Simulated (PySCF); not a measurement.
The system is O2GeSiH4, in a box.

```
O Ge Si H
1.0
    13.00000    0.00000    0.00000
     0.00000   14.00000    0.00000
     0.00000    0.00000   12.00000
O Ge Si H
2 1 1 4
Direct
  0.62570 0.66750 0.49706
  0.52372 0.50285 0.48718
  0.64215 0.55302 0.43615
  0.46223 0.40076 0.47988
  0.56240 0.67264 0.53848
  0.35985 0.41584 0.42773
  0.52097 0.33036 0.41187
  0.44794 0.36135 0.59379
```

Base run:

| Property | Result |
| --- | --- |
| Program | PySCF 2.14.0 |
| Functional | PBE |
| Potentials or basis | pob-tzvp-rev2 (all-electron) |
| k mesh | 1 × 1 × 1 |
| Occupations | fixed |
| Spin | no spin polarisation |

Its results: gap between the frontier levels 4.18 eV.

**Question.** After a change of settings the same cell gave: gap between the frontier levels 6.28 eV. Which change was it?
A. functional from PBE to PBE50
B. functional from PBE to MN15-L
C. functional from PBE to WC
D. functional from PBE to PBE0

**Answer.** D.

PBE0 gives the wider gap, since exact exchange removes part of the self-interaction.

Caveats: this is a molecule in a periodic box at the Γ point, so its band gap is the HOMO-LUMO gap; relativity is left out, which matters for the heavier elements; the basis of atomic orbitals isn't converged, which shifts pressures, moduli and gaps.
